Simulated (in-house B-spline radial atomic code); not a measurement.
# I¹⁰⁺: excited configurations

How much energy does it take to promote electrons of I¹⁰⁺ to other shells? Each configuration is solved by itself and compared with the reference.

Program: in-house B-spline radial atomic code version 1. Level of theory: non-relativistic Hartree-Fock, average of configuration, point nucleus, basis-set limit. These are calculated values, not measurements, unless marked.

### 1 What is computed

| Item | Value |
| --- | --- |
| element | iodine (Z = 53) |
| charge | +10 |
| electrons | 43 |
| configuration | [Kr] 4d7 |
| Hamiltonian | non-relativistic |
| nucleus | point |

The outer shells:

[Kr] 4d7
```
[Kr] core
4d [↑↓][↑↓][↑ ][↑ ][↑ ]
```

The boxes draw the filling by Hund's rule, which heavy ions in jj coupling don't follow; these runs average over all states of the configuration.

Settings of the run:

```ini
Z = 53
electrons = 43.0
configuration = [Kr] 4d7
hamiltonian = nr
method = hf
spin_polarised = False
```

The reference is known from an earlier run: -6887.645832 hartree in all. Up to eight levels, counted from the top:

| orbital | occupation | energy (eV) | <r> (bohr) |
| --- | --- | --- | --- |
| 2s | 2 | -5103.98 | 0.1233 |
| 2p | 6 | -4797.04 | 0.1052 |
| 3s | 2 | -1208.32 | 0.3256 |
| 3p | 6 | -1077.60 | 0.3164 |
| 3d | 10 | -837.53 | 0.2876 |
| 4s | 2 | -360.28 | 0.7501 |
| 4p | 6 | -310.26 | 0.7763 |
| 4d | 7 | -226.96 | 0.8388 |

### 2 Run with [Ar] 3d9 4s2 4p6 4d6 4f1 6g1

Settings of the run:

```ini
Z = 53
electrons = 43.0
configuration = [Ar] 3d9 4s2 4p6 4d6 4f1 6g1
hamiltonian = nr
method = hf
spin_polarised = False
```

### 3 Configuration [Ar] 3d8 4s2 4p6 4d7 5g1 6p1

Settings of the run:

```ini
Z = 53
electrons = 43.0
configuration = [Ar] 3d8 4s2 4p6 4d7 5g1 6p1
hamiltonian = nr
method = hf
spin_polarised = False
```

### 4 [Ar] 3d9 4s2 4p6 4d6 5d1 5f1

Settings of the run:

```ini
Z = 53
electrons = 43.0
configuration = [Ar] 3d9 4s2 4p6 4d6 5d1 5f1
hamiltonian = nr
method = hf
spin_polarised = False
```

**Question.** How far above the reference does each configuration lie (order and size, in eV)?

The runs gave:

| net move | configuration | energy above the reference (eV) | largest <r> (bohr) |
| --- | --- | --- | --- |
| 3d, 4d → 4f, 6g | [Ar] 3d9 4s2 4p6 4d6 4f1 6g1 | 871.45 | 3.87 |
| 3d, 4d → 5d, 5f | [Ar] 3d9 4s2 4p6 4d6 5d1 5f1 | 872.50 | 2.12 |
| 2×3d → 5g, 6p | [Ar] 3d8 4s2 4p6 4d7 5g1 6p1 | 1551.14 | 2.66 |

**Reading.** The lowest of them is 3d, 4d → 4f, 6g at 871.45 eV and the highest 2×3d → 5g, 6p at 1551.14 eV. Koopmans' estimate of the ionisation threshold is 226.96 eV; 3 configurations exceed it by over 2 % and could autoionise. Two partly filled shells share a symmetry and can mix in the average, which may lower the energy, for: 3d, 4d → 4f, 6g; 3d, 4d → 5d, 5f; 2×3d → 5g, 6p. These are averages over configurations, without correlation, not spectroscopic levels.
